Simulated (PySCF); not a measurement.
# BrH3Sn (Bromostannane): the cost of one run

Programs: PySCF 2.14.0, with routines of our own; each step states its level. All values are computed. Atoms count from 0.

### 1 The system as given

5 atoms, charge 0, multiplicity 1; geometry from: GFN2-xTB.

### 2 Geometry optimisation at PBE0-D3(BJ)/def2-SVP

The job: settings as JSON, then the geometry in Å.

```
{"job": {"xc": "PBE0", "basis": "def2-SVP", "d3": "d3bj", "grid": 1, "maxiter": 30, "shake": 0.01, "kind": "geom"}, "charge": 0, "multiplicity": 1}
Br     2.273050    -0.094230     0.110940
Sn    -0.204440     0.001720    -0.015260
H     -0.793260    -0.578550     1.438810
H     -0.588680     1.609290    -0.262800
H     -0.653100    -0.972210    -1.309570
```

Started as:

```
$ OMP_NUM_THREADS=1 python heavy_run.py task.json out
```

The driver reads the jobs from task.json and runs them one after another.

Q: Estimate the wall time and peak memory of this first job on 1 thread of Arm Neoverse V1, shared host.

About 9 s, with a peak of 0.32 GiB.
